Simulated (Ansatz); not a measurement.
Geometry optimisation, DFT PBE, scalar-relativistic, plane waves, PAW in Ansatz.

Input:

```yaml
crystal:
  lattice:
    - [10.46, 0.0, 0.0]
    - [0.0, 10.46, 0.0]
    - [0.0, 0.0, 10.46]
  atoms:
    - { symbol: K, position: [0.0, 0.0, 0.0] }
    - { symbol: K, position: [0.5, 0.0, 0.0] }
    - { symbol: K, position: [0.0, 0.5, 0.0] }
    - { symbol: K, position: [0.0, 0.0, 0.5] }
    - { symbol: K, position: [0.25, 0.25, 0.25] }
    - { symbol: K, position: [0.5, 0.5, 0.0] }
    - { symbol: K, position: [0.5, 0.0, 0.5] }
    - { symbol: K, position: [0.75, 0.25, 0.25] }
    - { symbol: K, position: [0.0, 0.5, 0.5] }
    - { symbol: K, position: [0.25, 0.75, 0.25] }
    - { symbol: K, position: [0.25, 0.25, 0.75] }
    - { symbol: K, position: [0.5, 0.5, 0.5] }
    - { symbol: K, position: [0.75, 0.75, 0.25] }
    - { symbol: K, position: [0.75, 0.25, 0.75] }
    - { symbol: K, position: [0.25, 0.75, 0.75] }
    - { symbol: K, position: [0.75, 0.75, 0.75] }
    - { symbol: H, position: [0.0008587, 0.2439174, 0.6210624] }
basis:
  ecutwfc: 420.0
kpoints:
  mp_grid: { grid: [2, 2, 2] }
hamiltonian:
  xc: pbe
scf:
  occupations: { method: fermi_dirac, width: 0.15 }
  lower_state_search: "off"
relax:
  f_tol: 0.03
  max_steps: 60
  adjacent_minimum: "off"
```

Run as:

```bash
$ ansatz run input.yaml --threads 4 --pin off --max-ram 10240MiB --backend cpu --events-out ev --progress --plain --runs-dir out
```

Where does it end, and by what steps?

The forces met the threshold. The force dipped under the threshold on the way, but the program's further checks kept it going. Limits of this set-up: coarse k mesh, odd electron count without spin, a small cell, in which the defect meets its images, a typed lattice constant that wasn't relaxed here. After 8 steps the energy has fallen by 0.149 eV; K9 moved furthest, 0.34 Å.

```tsv
step	energy less start (eV)	largest force component (eV/Å)	accepted
0	0.0000	0.209	yes
1	-0.0495	0.174	yes
2	-0.1285	0.023	yes
3	-0.1285	0.023	yes
4	-0.1318	0.020	yes
5	-0.1408	0.048	yes
6	-0.1479	0.040	yes
7	-0.1493	0.008	yes
8	-0.1493	0.008	yes
```

```xyz
17
Lattice="10.4600 0.0000 0.0000 0.0000 10.4600 0.0000 0.0000 0.0000 10.4600" Properties=species:S:1:pos:R:3
K 0.001 -0.158 0.209
K 5.230 -0.100 -0.188
K 0.001 5.378 0.206
K 0.001 0.331 5.197
K 2.769 2.611 2.405
K 5.230 5.321 -0.189
K 5.231 0.139 5.346
K 7.692 2.611 2.405
K 0.001 4.895 5.198
K 2.715 7.844 2.795
K 2.284 2.612 7.870
K 5.231 5.082 5.347
K 7.746 7.844 2.795
K 8.177 2.612 7.870
K 2.471 7.841 7.726
K 7.990 7.841 7.726
H 0.000 2.606 6.535
```

Whether the end is a true minimum wasn't checked by a vibrational analysis.

Time of the run: 76 s on 4 threads of AMD EPYC 7R43 64-Core Processor (Zen 3), with other jobs on the host, peak memory 2.5 GiB.
